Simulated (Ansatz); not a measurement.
# TiSb2: further runs on the relaxed cell

The task here is to estimate one member of a computed series from the others.

Computed with Ansatz 0.2.0 (DFT PBEsol, scalar-relativistic, plane waves, PAW, unless a step's input says otherwise).

1 further run of the same task is left out (set aside as unsound or not needed). Runs told in other sessions of the task aren't counted.

## The system as given

The structure is tetragonal, space group I4/mcm (No. 140). Conventional cell: a = 6.635 Å, b = 6.635 Å, c = 5.714 Å, α = 90.00°, β = 90.00°, γ = 90.00°. Ti (site symmetry 422) has 2 Ti at 2.86 Å and 8 Sb at 2.89 Å in its first shell of neighbours. Around Sb (site symmetry m2m) lie 1 Sb at 2.87 Å and 4 Ti at 2.89 Å.

Structure file:

```cif
data_structure
_symmetry_space_group_name_H-M 'P 1'
_symmetry_Int_Tables_number 1
_cell_length_a 5.4931
_cell_length_b 5.4931
_cell_length_c 5.4931
_cell_angle_alpha 105.693
_cell_angle_beta 105.693
_cell_angle_gamma 117.324
_cell_volume 125.78
loop_
_atom_site_label
_atom_site_type_symbol
_atom_site_fract_x
_atom_site_fract_y
_atom_site_fract_z
_atom_site_occupancy
Ti1 Ti 0.25000 0.25000 0.00000 1
Ti2 Ti 0.75000 0.75000 0.00000 1
Sb1 Sb 0.65302 0.15302 0.80605 1
Sb2 Sb 0.15302 0.34698 0.50000 1
Sb3 Sb 0.34698 0.84698 0.19395 1
Sb4 Sb 0.84698 0.65302 0.50000 1
```

This cell was relaxed beforehand with the same method: volume 20.96 Å³/atom, gap on the mesh none (metal).

The first run:

File input.yaml:

```yaml
crystal:
  lattice:
    - [-3.2840580855, 3.2840580855, 2.8280409413]
    - [3.2840580855, -3.2840580855, 2.8280409413]
    - [3.2840580855, 3.2840580855, -2.8280409413]
  atoms:
    - { symbol: Ti, position: [0.25, 0.25, 0.0] }
    - { symbol: Ti, position: [0.75, 0.75, 0.0] }
    - { symbol: Sb, position: [0.653022986, 0.153022986, 0.806045972] }
    - { symbol: Sb, position: [0.153022986, 0.346977014, 0.5] }
    - { symbol: Sb, position: [0.346977014, 0.846977014, 0.193954028] }
    - { symbol: Sb, position: [0.846977014, 0.653022986, 0.5] }
basis:
  ecutwfc: 420
kpoints:
  mp_grid: { grid: [8, 8, 8] }
hamiltonian:
  xc: pbesol
scf:
  occupations: { method: gaussian, width: 0.1 }
output:
  forces: true
  stress: true
  eigenvalues: true
relax:
  adjacent_minimum: "off"
  f_tol: 0.01
  max_steps: 30
  cell: { stress_tol: 0.1, fix: [volume] }
```

Command:

```sh
> ansatz run input.yaml --threads 1 --pin off --max-ram 2560MiB --backend cpu --events-out ev --progress --plain --runs-dir out
```

Steps of the session up to this table: The cell scaled to 0.97 of its volume; The cell scaled to 1.03 of its volume; Point at V/V0 = 0.94; The cell scaled to 1.06 of its volume; The cell scaled to 0.91 of its volume; Volume × 1.10; Volume × 0.88.

One table of the session follows, with a row left open; its other results are not shown here.

It belongs to the step «Energy against volume». 

```
volume (Å³/atom)  energy above the lowest point (meV/atom)  pressure (GPa)
          18.447                                     117.7           16.87
          19.076                                      62.3           11.55
          19.705                                      26.1            7.04
          20.334                                       6.1            3.22
          20.963                                       0.0           -0.01
          21.591                                         ?               ?
          22.220                                      20.9           -5.05
          23.059                                      54.3           -7.59
```

Q: Estimate the row for volume (Å³/atom) = 21.591 from the others.

Worked estimate for «energy above the lowest point (meV/atom)». A straight line through the neighbours (20.963, 0.0) and (22.220, 20.9) gives 0.0 + (20.9 − 0.0) × (21.591 − 20.963) / (22.220 − 20.963) = 10.4; a parabola fitted to 4 rows on both sides gives 5.7.

**Answer.** energy above the lowest point (meV/atom): 5.5; pressure (GPa): -2.74. In «energy above the lowest point (meV/atom)» the line misses by +4.9 and the parabola by +0.2.
